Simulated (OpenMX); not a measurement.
**GaGe: single point with PBE**

Crystal: GaGe.

```
CELL_PARAMETERS angstrom
0.00000 2.89784 2.89784
2.89784 0.00000 2.89784
2.89784 2.89784 0.00000
ATOMIC_POSITIONS crystal
Ge 0.99277 0.98973 0.02535
Ga 0.23997 0.24662 0.26427
```

The cell comes from a database or a generator and needn't be the stable form of this composition.

The cell isn't the ideal one: atoms moved at random, drawn with an rms of 0.05 Å.

| Item | Value |
| --- | --- |
| Program | OpenMX 3.8.5 |
| Task | single point |
| Functional | PBE |
| Potentials or basis | OpenMX 2013 PBE set, Ge7.0-s2p2d1, Ga7.0-s2p2d1, grid cutoff 500 Ry |
| k mesh | 9 × 9 × 9 |
| Occupations | fermi-dirac, width 0.05 eV |
| Spin | no spin polarisation |

```
Pressure               : 2.7 GPa
Largest force          : 0.189 eV/Å
Band gap on the k mesh : none (metal or under the smearing width)
Mulliken charges       : Ge +0.40; Ga -0.40 e
```

Forces on the atoms (eV/Å):
```
Ge  -0.047 -0.173  0.028
Ga   0.059  0.173 -0.048
```

Levels at points of the mesh, in eV from the Fermi level:
| k point | band 7 | band 8 | band 9 | band 10 | band 11 | band 12 |
| --- | --- | --- | --- | --- | --- | --- |
| (0.00, 0.00, 0.00) | 1.66 | 1.78 | 1.95 | 2.26 | 4.40 | 4.56 |

Run time: 37 s on 1 thread of Arm Neoverse V2, on a shared host, peak memory 0.67 GiB.

Caveat: Mulliken charges move with the basis; the basis of atomic orbitals isn't converged, which shifts pressures, moduli and gaps.
